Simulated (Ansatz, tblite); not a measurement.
# C₃₈H₁₂F₆S₁₂: spin states and exact exchange

Is the singlet the ground state of C₃₈H₁₂F₆S₁₂? Other spin states are computed and compared level by level.

The runs use Ansatz 0.2.0, Gaussian basis; as each input shows.

Levels to be run: triplet, at the geometry of the singlet (GFN1-xTB, GFN2-xTB, PBE0-D4/def2-TZVP, PBE-D4/def2-TZVP); the singlet's energies come from earlier runs.

1 further run of the same task is left out (set aside as unsound or not needed).

## (1) The relaxed structure

The singlet was relaxed beforehand with r2SCAN-D4/def2-SVP.

SMILES `FC(F)(F)c1cc2sc(-c3cc4sc(-c5cc6sc(-c7cc8sc(-c9cc%10sc(-c%11cc%12sc(C(F)(F)F)cc%12s%11)cc%10s9)cc8s7)cc6s5)cc4s3)cc2s1`, 68 atoms, charge 0, spin multiplicity 1.

Bond lengths: F1–C2 1.346 Å, C2–F3 1.343 Å, C2–F4 1.346 Å, C2–C5 1.491 Å, C5–C6 1.379 Å, C5–S56 1.746 Å, C6–C7 1.415 Å, C6–H57 1.090 Å, C7–S8 1.734 Å, C7–C55 1.404 Å, S8–C9 1.762 Å, C9–C10 1.438 Å, C9–C54 1.390 Å, C10–C11 1.391 Å, C10–S53 1.763 Å, C11–C12 1.410 Å, C11–H58 1.092 Å, C12–S13 1.734 Å and more. Angles: F1–C2–F3 107.9°, F1–C2–F4 106.4°, F1–C2–C5 112.0°, F3–C2–F4 107.5°, F3–C2–C5 110.5°, F4–C2–C5 112.3°, C2–C5–C6 126.4°, C2–C5–S56 120.0°, C6–C5–S56 113.6°, C5–C6–C7 110.7°, C5–C6–H57 123.0°, C7–C6–H57 126.3°, C6–C7–S8 135.2°, C6–C7–C55 114.0°, S8–C7–C55 110.8°, C7–S8–C9 91.3°, S8–C9–C10 119.7°, S8–C9–C54 112.0° and more.

## (2) Triplet at the fixed geometry, GFN1-xTB

Tight binding, by tblite at 300 K electronic temperature and without a spin-polarisation term:

```python
tblite.interface.Calculator('GFN1-xTB', numbers, positions, charge=0, uhf=2).singlepoint()
```

Energy -4408.1616 eV; 1 s.

## (3) Triplet at the fixed geometry, GFN2-xTB

Tight binding, by tblite at 300 K electronic temperature and without a spin-polarisation term:

```python
tblite.interface.Calculator('GFN2-xTB', numbers, positions, charge=0, uhf=2).singlepoint()
```

Energy -4213.1367 eV; 1 s.

## (4) Triplet at the fixed geometry, PBE0-D4/def2-TZVP

in.yaml

```yaml
crystal:
  periodic: [false, false, false]
  atoms:
    - {symbol: F, position_ang: [-19.338647, 1.282879, -1.579876]}
    - {symbol: C, position_ang: [-18.813149, 0.065692, -1.810536]}
    - {symbol: F, position_ang: [-19.365904, -0.794313, -0.940341]}
    - {symbol: F, position_ang: [-19.211870, -0.293748, -3.045095]}
    - {symbol: C, position_ang: [-17.328532, 0.064531, -1.673997]}
    - {symbol: C, position_ang: [-16.580746, -0.781195, -0.882790]}
    - {symbol: C, position_ang: [-15.200225, -0.503074, -1.018239]}
    - {symbol: S, position_ang: [-13.742951, -1.147652, -0.334401]}
    - {symbol: C, position_ang: [-12.760277, -0.005810, -1.248563]}
    - {symbol: C, position_ang: [-11.329094, -0.027036, -1.108524]}
    - {symbol: C, position_ang: [-10.550356, -0.880336, -0.333610]}
    - {symbol: C, position_ang: [-9.177233, -0.584115, -0.451871]}
    - {symbol: S, position_ang: [-7.719253, -1.236036, 0.224624]}
    - {symbol: C, position_ang: [-6.736664, -0.067544, -0.657142]}
    - {symbol: C, position_ang: [-5.308168, -0.083753, -0.513489]}
    - {symbol: C, position_ang: [-4.516957, -1.005820, 0.166005]}
    - {symbol: C, position_ang: [-3.147842, -0.680336, 0.081075]}
    - {symbol: S, position_ang: [-1.679811, -1.385301, 0.679066]}
    - {symbol: C, position_ang: [-0.713497, -0.114841, -0.070113]}
    - {symbol: C, position_ang: [0.714996, -0.123639, 0.070554]}
    - {symbol: C, position_ang: [1.522226, -1.085935, 0.671317]}
    - {symbol: C, position_ang: [2.885884, -0.731090, 0.614913]}
    - {symbol: S, position_ang: [4.366523, -1.455640, 1.156255]}
    - {symbol: C, position_ang: [5.309301, -0.108659, 0.519148]}
    - {symbol: C, position_ang: [6.737692, -0.098428, 0.663377]}
    - {symbol: C, position_ang: [7.562944, -1.075941, 1.211668]}
    - {symbol: C, position_ang: [8.919408, -0.691256, 1.176651]}
    - {symbol: S, position_ang: [10.413175, -1.416495, 1.673886]}
    - {symbol: C, position_ang: [11.328223, -0.014552, 1.126358]}
    - {symbol: C, position_ang: [12.761662, 0.033081, 1.259748]}
    - {symbol: C, position_ang: [13.624699, 0.984214, 0.726434]}
    - {symbol: C, position_ang: [14.967180, 0.715254, 1.070405]}
    - {symbol: S, position_ang: [16.486843, 1.483925, 0.742868]}
    - {symbol: C, position_ang: [17.326859, 0.257040, 1.659832]}
    - {symbol: C, position_ang: [18.811966, 0.303483, 1.780875]}
    - {symbol: F, position_ang: [19.241583, 1.488892, 2.251212]}
    - {symbol: F, position_ang: [19.425854, 0.118636, 0.596834]}
    - {symbol: F, position_ang: [19.246492, -0.653877, 2.615713]}
    - {symbol: C, position_ang: [16.492104, -0.700107, 2.195768]}
    - {symbol: C, position_ang: [15.144235, -0.434911, 1.857260]}
    - {symbol: S, position_ang: [13.620306, -1.191161, 2.189135]}
    - {symbol: C, position_ang: [10.502313, 0.962032, 0.577999]}
    - {symbol: C, position_ang: [9.148744, 0.573442, 0.606257]}
    - {symbol: S, position_ang: [7.655646, 1.301222, 0.107105]}
    - {symbol: C, position_ang: [4.500213, 0.851335, -0.082045]}
    - {symbol: C, position_ang: [3.138145, 0.495189, -0.024740]}
    - {symbol: S, position_ang: [1.659850, 1.223590, -0.563030]}
    - {symbol: C, position_ang: [-1.506103, 0.807932, -0.747244]}
    - {symbol: C, position_ang: [-2.874875, 0.484073, -0.658054]}
    - {symbol: S, position_ang: [-4.341477, 1.191112, -1.254492]}
    - {symbol: C, position_ang: [-7.516405, 0.786182, -1.432270]}
    - {symbol: C, position_ang: [-8.889611, 0.490162, -1.311756]}
    - {symbol: S, position_ang: [-10.346857, 1.144248, -1.985933]}
    - {symbol: C, position_ang: [-13.535665, 0.831702, -2.041697]}
    - {symbol: C, position_ang: [-14.912709, 0.544335, -1.907930]}
    - {symbol: S, position_ang: [-16.366408, 1.198668, -2.588803]}
    - {symbol: H, position_ang: [-17.024941, -1.547951, -0.247432]}
    - {symbol: H, position_ang: [-10.972302, -1.676129, 0.282897]}
    - {symbol: H, position_ang: [-4.927805, -1.872796, 0.686091]}
    - {symbol: H, position_ang: [1.125737, -1.998261, 1.119967]}
    - {symbol: H, position_ang: [7.184503, -2.018873, 1.609972]}
    - {symbol: H, position_ang: [13.286608, 1.816786, 0.108707]}
    - {symbol: H, position_ang: [16.853814, -1.535485, 2.795995]}
    - {symbol: H, position_ang: [10.876425, 1.911695, 0.194260]}
    - {symbol: H, position_ang: [4.894987, 1.760906, -0.537822]}
    - {symbol: H, position_ang: [-1.095017, 1.666637, -1.280578]}
    - {symbol: H, position_ang: [-7.093728, 1.574702, -2.057119]}
    - {symbol: H, position_ang: [-13.112062, 1.608487, -2.680719]}
basis:
  gaussian: {orbitals: def2-TZVP, fitting: {mean_field: def2-universal-jkfit}}
magnetization: {spin_polarized: true, initial_magnetization: 2}
hamiltonian: {xc: pbe0, dispersion: d4}
scf: {omitted_lower_state_checks: [starts]}
output: {orbitals: {seedname: orbitals}}
```

On the command line:

```sh
ansatz run in.yaml --threads 11 --pin off --events-out ev --progress --plain --max-ram 174080MiB --backend cuda --devices 0, --max-vram 75GiB
```

Log:

```text
Functional definition: PBE0
  name "PBE0"
  cite "Adamo & Barone, J. Chem. Phys. 110, 6158 (1999) doi:10.1063/1.478522"
  cite "Perdew, Burke & Ernzerhof, Phys. Rev. Lett. 77, 3865 (1996) doi:10.1103/PhysRevLett.77.3865"
  parent pbe
  parameter a = 0.25
  parameter kappa = 0.804
  parameter beta = 0.06672455060314922
  exchange = (1 - a)*pbe_x(kappa = kappa, mu = beta*pi^2/3) + a*exact_x
  correlation = pbe_c(beta = beta)
these checks for a lower state are left out or cut short: starts
5064 factors; integrals over basis functions are off by at most 1.6e0 eV
mean field evaluation 1: about -185752.0478 eV, gradient 1.4e2 eV
mean field evaluation 2: about -185437.1107 eV, gradient 2.5e2 eV
mean field evaluation 4: about -185832.5294 eV, gradient 3.6e1 eV
mean field evaluation 8: about -185843.8441 eV, gradient 4.5e0 eV
mean field evaluation 16: about -185844.1310 eV, gradient 2.5e-1 eV
mean field evaluation 32: about -185844.1338 eV, gradient 2.1e-5 eV
mean field -185844.13379538 eV, -6829.6459473021 hartree, gradient 5.4e-6 eV, S^2 2.045377; 0 other end points of the search recorded, 0 dependent functions left out
reference -185844.13389674 eV, -6829.6459510270 hartree; 244, 242 occupied and 1636, 1638 virtual orbitals, 5064 factors
Total energy: -185847.55366057 eV, -6829.7716250298 hartree
Checks for a lower state left out: starts
```

Run time: 60 s. Hardware: 1 × H100 with 11 threads of AMD EPYC 7R13, shared host; peak host memory 3.7 GiB.

From the report: HOMO -3.74 eV, LUMO -4.33 eV (over both spins; with the spin held, an empty level of the minority spin lies below the top filled one); ⟨S²⟩ 2.045 (pure: 2.00).

## (5) Triplet at the fixed geometry, PBE-D4/def2-TZVP

start.molden holds the orbitals of an earlier run on this state, given as this run's starting guess.

Changes to in.yaml since step 4:

```diff
@@ -72,5 +72,5 @@
 basis:
-  gaussian: {orbitals: def2-TZVP, fitting: {mean_field: def2-universal-jkfit}}
+  gaussian: {orbitals: def2-TZVP, fitting: {mean_field: def2-universal-jkfit}, initial_orbitals: start.molden}
 magnetization: {spin_polarized: true, initial_magnetization: 2}
-hamiltonian: {xc: pbe0, dispersion: d4}
+hamiltonian: {xc: pbe, dispersion: d4}
 scf: {omitted_lower_state_checks: [starts]}
```

The command is unchanged.

Log:

```text
Functional definition: PBE
  name "PBE"
  cite "Perdew, Burke & Ernzerhof, Phys. Rev. Lett. 77, 3865 (1996) doi:10.1103/PhysRevLett.77.3865"
  parent pbe
  parameter kappa = 0.804
  parameter beta = 0.06672455060314922
  exchange = pbe_x(kappa = kappa, mu = beta*pi^2/3)
  correlation = pbe_c(beta = beta)
these checks for a lower state are left out or cut short: starts
5064 factors; integrals over basis functions are off by at most 1.6e0 eV
mean field evaluation 1: about -185831.6673 eV, gradient 2.6e1 eV
mean field evaluation 2: about -185832.8472 eV, gradient 1.4e0 eV
mean field evaluation 4: about -185832.9424 eV, gradient 5.3e-1 eV
mean field evaluation 8: about -185832.9470 eV, gradient 4.9e-4 eV
mean field -185832.94703770 eV, -6829.2348415399 hartree, gradient 1.4e-5 eV, S^2 2.004066; 0 other end points of the search recorded, 0 dependent functions left out
reference -185832.94717345 eV, -6829.2348465284 hartree; 244, 242 occupied and 1636, 1638 virtual orbitals, 5064 factors
Total energy: -185836.89970761 eV, -6829.3800994799 hartree
Checks for a lower state left out: starts
```

It took 24 s on 1 × H100 with 11 threads of AMD EPYC 7R13, shared host; peak host memory 2.4 GiB.

Report: HOMO -3.38 eV, LUMO -4.59 eV (over both spins; with the spin held, an empty level of the minority spin lies below the top filled one); ⟨S²⟩ 2.004 (pure: 2.00).

## (6) Triplet less singlet, vertical

The singlet's energies are those of its earlier runs, whose logs aren't repeated here.

| level | triplet less singlet, vertical (kcal/mol) | time |
| --- | --- | --- |
| GFN1-xTB | +31.5 | 1.7 s |
| GFN2-xTB | +31.4 | 1.7 s |
| PBE-D4/def2-TZVP | +29.9 | 41 s |
| PBE0-D4/def2-TZVP | +37.3 | 76 s |

Times add the two runs; a level without a time comes out of a correlated run. Tight binding without a spin term can't rank spin states.

## (7) Outcome

| quantity | value |
| --- | --- |
| triplet less singlet, vertical, functionals in def2-TZVP | +29.9 (PBE-D4) to +37.3 kcal/mol (PBE0-D4) |

**Reading.** All functionals put the triplet above the singlet, over a spread of 7.4 kcal/mol. The checks for a lower triplet were left out, so another state of that spin may lie lower. These are electronic energies, without zero-point motion, entropy or surroundings.
